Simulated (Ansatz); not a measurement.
Crystal: NiMoIrPdW.

```
Ni Mo Pd Ir W
1.0
     4.11705    0.00000    0.00000
    -2.05853    3.56547    0.00000
     0.00000    0.00000    5.44580
Ni Mo Pd Ir W
1 1 1 1 1
Direct
  0.00000 0.00000 0.95775
  0.66667 0.33333 0.96161
  0.66667 0.33333 0.46295
  0.33333 0.66667 0.72572
  0.33333 0.66667 0.23642
```

The cell was built by a generator and needn't be a form met in nature.

- Program: Ansatz 0.2.0
- Task: relaxation of cell and atoms
- Functional: PBE
- Dispersion: D4
- Potentials or basis: all-electron PAW datasets made for the crystal
- k mesh: 5 × 5 × 3
- Occupations: fermi-dirac, width 0.05 eV
- Spin: collinear spin, ferromagnetic start
- Starting moments: [1.0, 1.0, 0.0, 0.6, 0.0] μB

At the start: volume 15.99 Å³/atom.

Question: Where does the relaxation end?

Answer: Over 5 steps the energy falls by 7.2 meV/atom and the volume is 15.59 Å³/atom (-2.5 %); space group P3m1 (No. 156, to 0.05 Å); moment 0.00 μB per cell.

Step by step:
```tsv
step	energy change (eV)	largest force (eV/Å)	volume (Å³)
1	0.0000	0.1504	79.94
2	-0.0357	0.0311	78.09
3	-0.0361	0.0117	77.97
4	-0.0361	0.0051	77.97
5	-0.0361	0.0051	77.97
```

Final structure:
```cif
data_structure
_symmetry_space_group_name_H-M 'P 1'
_symmetry_Int_Tables_number 1
_cell_length_a 4.0767
_cell_length_b 4.0767
_cell_length_c 5.4175
_cell_angle_alpha 90.000
_cell_angle_beta 90.000
_cell_angle_gamma 120.000
_cell_volume 77.97
loop_
_atom_site_label
_atom_site_type_symbol
_atom_site_fract_x
_atom_site_fract_y
_atom_site_fract_z
_atom_site_occupancy
Ni1 Ni 0.00000 0.00000 0.95794 1
Mo1 Mo 0.66667 0.33333 0.96090 1
Pd1 Pd 0.66667 0.33333 0.46301 1
Ir1 Ir 0.33333 0.66667 0.72420 1
W1 W 0.33333 0.66667 0.23839 1
```

Caveat: the k mesh is coarse (spacing up to 0.38 Å⁻¹), so the values aren't converged; the k mesh is thin for a metal, which can move the energy by tens of meV per atom; the program listed the state as in doubt; pairwise dispersion overbinds metals, which lowers pressure and volume; the starting moments weren't kept.
